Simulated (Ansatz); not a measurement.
# FeNi: the cost of one run

Program: the Python package of Ansatz 0.2.0. The levels of theory stand in the script. These are calculated values, not measurements.

## Step 1: The structure

The structure is trigonal, space group R-3m (No. 166). The conventional cell has a = 2.516 Å, b = 2.516 Å, c = 12.395 Å, α = 90.00°, β = 90.00°, γ = 120.00°. Fe (site symmetry -3m) has 6 Fe at 2.52 Å and 6 Ni at 2.53 Å in its first shell of neighbours. Ni (site symmetry -3m) has 6 Ni at 2.52 Å and 6 Fe at 2.53 Å in its first shell of neighbours.

The script holds or builds the structure itself.

## Step 2: The script

Input file xc_feni.py:

```python
"""Functional comparison for FeNi (totals differ with the potentials too)."""

import warnings

import ansatz as az
from pymatgen.core import Lattice, Structure
from pymatgen.io.ase import AseAtomsAdaptor

warnings.simplefilter("ignore", az.DeckWarning)

pmg_structure = Structure(
    Lattice([(1.257932, 0.726268, 4.131648), (-1.257932, 0.726268, 4.131648), (0.0, -1.452535, 4.131648)]),
    ["Fe", "Ni"],
    [
        (0.0, 0.0, 0.0),
        (0.5, 0.5, 0.5),
    ],
)
system = az.Crystal.from_ase(AseAtomsAdaptor.get_atoms(pmg_structure)).moments(Fe=4.5, Ni=-2.0)

job = (
    system.calculation()
    .basis(23 * az.Ha)
    .spin("collinear")
    .occupations("Fermi-Dirac")
    .pseudopotentials("paw")
    .kpoints(14, 14, 14)
    .stress()
)

rows = []
for value in ["r2scan", "lda", "blyp"]:
    r = job.functional(value).run(threads=1, backend="cpu").report
    rows.append((value, r["free_energy_ev"] / len(r["lattice"]["sites"]), r["n_iterations"], sum(r["stress_gpa"][i][i] for i in range(3)) / 3, r["magnetization_mub"], r["n_kpoints"]))

print("  functional   F/atom (eV)    iterations       P (GPa)  moment (muB)      k-points")
for row in rows:
    print(f"{str(row[0]):>12s}  {row[1]:12.5f}  {row[2]:12d}  {row[3]:12.3f}  {row[4]:12.3f}  {row[5]:12d}")
```

## Step 3: Launch

Launch:

```
> python xc_feni.py
```

Q: Estimate wall time and peak memory on 1 thread of Arm Neoverse V2, shared host.

About 3.6 min, with a peak of 0.9 GiB.
